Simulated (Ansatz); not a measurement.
The system is MoIr4.

```xyz
5
Lattice="1.3742 0.7934 11.3061 -1.3742 0.7934 11.3061 0.0000 -1.5868 11.3061" Properties=species:S:1:pos:R:3 pbc="T T T"
Ir    0.0000    0.0000   20.3610
Ir    0.0000    0.0000    6.7605
Ir    0.0000    0.0000   27.1578
Ir    0.0000    0.0000   13.5573
Mo    0.0000    0.0000    0.0000
```

The cell comes from a database or a generator and needn't be the stable form of this composition.

| Quantity | Value |
| --- | --- |
| Program | Ansatz 0.2.0 |
| Task | relaxation of cell and atoms |
| Functional | LDA |
| Potentials or basis | Ansatz PAW |
| Cutoff | 420 eV (not typed: the program's choice for these potentials) |
| k mesh | 11 × 11 × 11 |
| Occupations | fermi-dirac, width 0.05 eV |
| Spin | no spin polarisation |

At the start: volume 14.79 Å³/atom.

Question: How do energy, volume and symmetry change on relaxing?

Answer: It ends after 5 steps and the volume is 14.04 Å³/atom (-5.1 %); space group R-3m (No. 166, to 0.05 Å).

The path:
```
step  energy change (eV)  largest force (eV/Å)  volume (Å³)
   1              0.0000                0.0723        73.96
   2             -0.2074                0.0097        70.84
   3             -0.2138                0.0028        70.23
   4             -0.2138                0.0005        70.22
   5             -0.2128                0.0003        70.22
```

Final structure:
```
CELL_PARAMETERS angstrom
1.35086 0.77992 11.10821
-1.35086 0.77992 11.10821
0.00000 -1.55984 11.10821
ATOMIC_POSITIONS crystal
Ir 0.60029 0.60029 0.60029
Ir 0.19937 0.19937 0.19937
Ir 0.80063 0.80063 0.80063
Ir 0.39971 0.39971 0.39971
Mo 0.00000 0.00000 0.00000
```

Caveat: the plane-wave basis is chosen anew once the cell has moved, so the energies of steps on either side of that aren't comparable; the PAW data sets come from PBE, with cores solved anew for the run's functional, which leaves a small shift of forces and pressure.
